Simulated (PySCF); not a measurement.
# BeF: bond curves at several levels of theory

An exercise on one series of results from a longer session: the logs are not shown, and one member is left open.

Method: Be def2-TZVP, F def2-TZVP, no relativity; program: PySCF 2.14.0.

Set-up of the first run:

A driver script around PySCF takes these settings:

```
atoms                         : Be, F
charge                        : 0
basis                         : Be def2-TZVP, F def2-TZVP
Hamiltonian                   : no relativity
basis functions               : 50
electrons treated             : 13
masses in u                   : 9.0122, 18.9984
levels                        : PBE0, PBE, r²SCAN, r²SCAN0, PBEsol, TPSS, ωB97X, HF, MP2, SCS-MP2, CCSD, CCSD(T)
grid                          : 80 radial by 434 angular points
occupations                   : held fixed by the projection of orbital angular momentum
dissociation limit            : Be + F, each in its ground configuration
starting distance in angstrom : 1.575
values of 2S to try           : 1, 3
```

The run is started by

```console
OMP_NUM_THREADS=1 python dia.py task.json out
```

Among the steps run: The job; The PBE0 curve of the state that the search chose; PBE (GGA); r²SCAN; r²SCAN0 (hybrid meta-GGA); PBEsol; TPSS (meta-GGA); ωB97X (range-separated hybrid); UHF; MP2 and coupled cluster.

One of the session's tables, all rows but one given; the rest of the session is left out.

It belongs to the step «The curves together». Energy (eV) from each level's lowest point:

```
R (Å)    UHF  UHF-MP2  UHF-SCS-MP2  UHF-CCSD  UHF-CCSD(T)
1.181  0.861    0.995        0.996       n/a          n/a
1.236  0.364    0.459        0.460     0.428        0.442
1.291      ?        ?            ?         ?            ?
1.332  0.012    0.040        0.040     0.031        0.035
1.373  0.000    0.000        0.000     0.000        0.000
1.414  0.047    0.019        0.019     0.028        0.024
1.469  0.178    0.114        0.114     0.134        0.124
1.538  0.420    0.314        0.314     0.347        0.330
1.620  0.783    0.629        0.629     0.676        0.651
1.730  1.329    1.118        1.118       n/a          n/a
```

**Question.** Estimate the row for R (Å) = 1.291.

Worked estimate for «UHF». A straight line through the neighbours (1.236, 0.364) and (1.332, 0.012) gives 0.364 + (0.012 − 0.364) × (1.291 − 1.236) / (1.332 − 1.236) = 0.162; a parabola fitted to 4 rows on both sides gives 0.088.

**Answer.** UHF: 0.098; UHF-MP2: 0.155; UHF-SCS-MP2: 0.155; UHF-CCSD: 0.136; UHF-CCSD(T): 0.145. In «UHF» the line misses by +0.064 and the parabola by -0.010.
